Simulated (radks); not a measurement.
# Zn²⁺ in [Ne] 3s1.75 3p6 3d10 4s0.25: an all-electron calculation

One table from this session's results is given with a row withheld; the runs are named, their logs left out.

The numbers are computed with radks (a radial shooting solver on a logarithmic mesh, Libxc functionals) version 1 (scalar-relativistic Kohn-Sham, PBE, spin-polarised, spherical densities, point nucleus; open shells are filled with parallel spins first), except any that are marked as measured or tabulated.

## The atom as given

* element: zinc (Z = 30)
* charge: +2
* electrons: 28
* configuration: [Ne] 3s1.75 3p6 3d10 4s0.25

The first run:

Settings of this run:

```text
Z 30
configuration [Ne] 3s1.75 3p6 3d10 4s0.25 4p0 5s0 4d0 4f0
relativity scalar-relativistic
functional pbe,pbe
spin polarised
nucleus point
c 137.035999084
```

One table of the session follows, with a row left open; its other results are not shown here.

It belongs to the step «Radial structure». Radial moments (bohr):

```
  level      <r>  outermost maximum (interpolated)  90 % within  nodes
  1s up  0.05031                            0.0329       0.0899      0
1s down  0.05031                            0.0329       0.0899      0
  2s up   0.2262                             0.189        0.350      1
2s down   0.2262                             0.189        0.350      1
  2p up   0.1982                             0.152        0.324      0
2p down   0.1982                             0.152        0.324      0
  3s up   0.6803                             0.588         1.02      2
3s down   0.6806                             0.588         1.02      2
  3p up   0.7116                             0.592         1.10      1
3p down        ?                                 ?            ?      ?
  3d up   0.8646                             0.565         1.50      0
3d down   0.8651                             0.565         1.50      0
  4s up    2.198                              1.88         3.26      3
4s down    2.191                              1.88         3.24      3
  4p up    2.675                              2.26         4.00      2
4p down    2.656                              2.26         3.97      2
```

**Question.** Estimate the row for 3p down.

**Answer.** <r>: 0.7120; outermost maximum (interpolated): 0.592; 90 % within: 1.10; nodes: 1. In the column «<r>» it lies between 3p up (0.7116) and 3d up (0.8646).
